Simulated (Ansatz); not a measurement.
**AsH3+ (doublet): wB97M-V, B2PLYP over a scan of the distance As1–H3, cc-pVDZ**

Aim: run AsH3+ (doublet) with these functionals over a scan of the distance As1–H3, and hold them against the top wave-function level at the same points.

Method: cc-pVDZ, all electrons in the functionals, frozen cores in the correlation of double hybrids and RPA; program: Ansatz 0.2.0, Gaussian basis.

Plan: wB97M-V, B2PLYP, at 1.226 Å; 1.340 Å; 1.497 Å; 1.678 Å; 1.806 Å; 2.024 Å; 2.343 Å; 2.767 Å; 3.246 Å; 4.068 Å; 5.137 Å.

**1. The system**

The geometry derives from a PBE0/def2-TZVP stationary point (not a proven minimum). One bond is set to the value named and the two fragments are kept rigid. No spin-orbit coupling is included. The filled d shell of As may be among the frozen orbitals whatever the setting's name suggests.

4 atoms, charge 1, spin multiplicity 2.

Atoms are counted from 1 here; the program's logs count them from 0.

Bond lengths: As1–H2 1.497 Å, As1–H3 1.497 Å, As1–H4 1.497 Å. Angles: H2–As1–H3 112.5°, H2–As1–H4 112.5°, H3–As1–H4 112.5°.

No dispersion term is added; wB97M-V holds VV10 nonlocal correlation.

The geometry shown and the zero of energy belong to the point 1.497 Å. The yardstick, FCI, and other wave-function levels (R restricted, U unrestricted, valence and pair active spaces) come from earlier runs.

**2. wB97M-V, 1.226 Å**

Input file in.yaml:

```yaml
crystal:
  periodic: [false, false, false]
  atoms:
    - {symbol: As, position_ang: [-0.001659, 0.002886, -0.015221]}
    - {symbol: H, position_ang: [1.434453, 0.016648, 0.406901]}
    - {symbol: H, position_ang: [-0.600983, 1.017273, 0.323754]}
    - {symbol: H, position_ang: [-0.710184, -1.248408, 0.400771]}
basis:
  gaussian: {orbitals: cc-pVDZ}
total_charge: 1
magnetization: {spin_polarized: true, initial_magnetization: 1}
hamiltonian: {xc: {name: wB97M-V}}
output: {forces: true, orbitals: {seedname: orbitals}}
```

On the command line:

```bash
> ansatz run in.yaml --threads 1 --pin off --events-out ev --progress --plain --max-ram 2816MiB --backend cpu
```

The runs that follow: wB97M-V, 1.340 Å; wB97M-V, 1.497 Å; wB97M-V, 1.678 Å; wB97M-V, 1.806 Å; wB97M-V, 2.024 Å; wB97M-V, 2.343 Å; wB97M-V, 2.767 Å; wB97M-V, 3.246 Å; wB97M-V, 4.068 Å; wB97M-V, 5.137 Å; B2PLYP, 1.226 Å; B2PLYP, 1.340 Å; B2PLYP, 1.497 Å; B2PLYP, 1.678 Å; B2PLYP, 1.806 Å; B2PLYP, 2.024 Å; B2PLYP, 2.343 Å; B2PLYP, 2.767 Å; B2PLYP, 3.246 Å; B2PLYP, 4.068 Å; B2PLYP, 5.137 Å.

Q: Predict the results of all the runs planned. Wanted: span of the FCI curve; largest miss, wB97M-V; largest miss, B2PLYP.

**Answer**, as computed:

| quantity | value |
| --- | --- |
| span of the FCI curve | 3.291 eV |
| largest miss, wB97M-V | +0.157 eV (5.137 Å) |
| largest miss, B2PLYP | +0.122 eV (5.137 Å) |

Of the functionals, B2PLYP keep the smallest largest miss at the points compared (at most 0.122 eV) and wB97M-V strays most (0.157 eV, at 5.137 Å). B2PLYP clearly breaks the spin symmetry at some points (⟨S²⟩ up to 0.32 above the pure value), so energy there is bought with a mixed spin. Functionals and the yardstick converge differently with the basis, so part of each miss in cc-pVDZ is the basis.
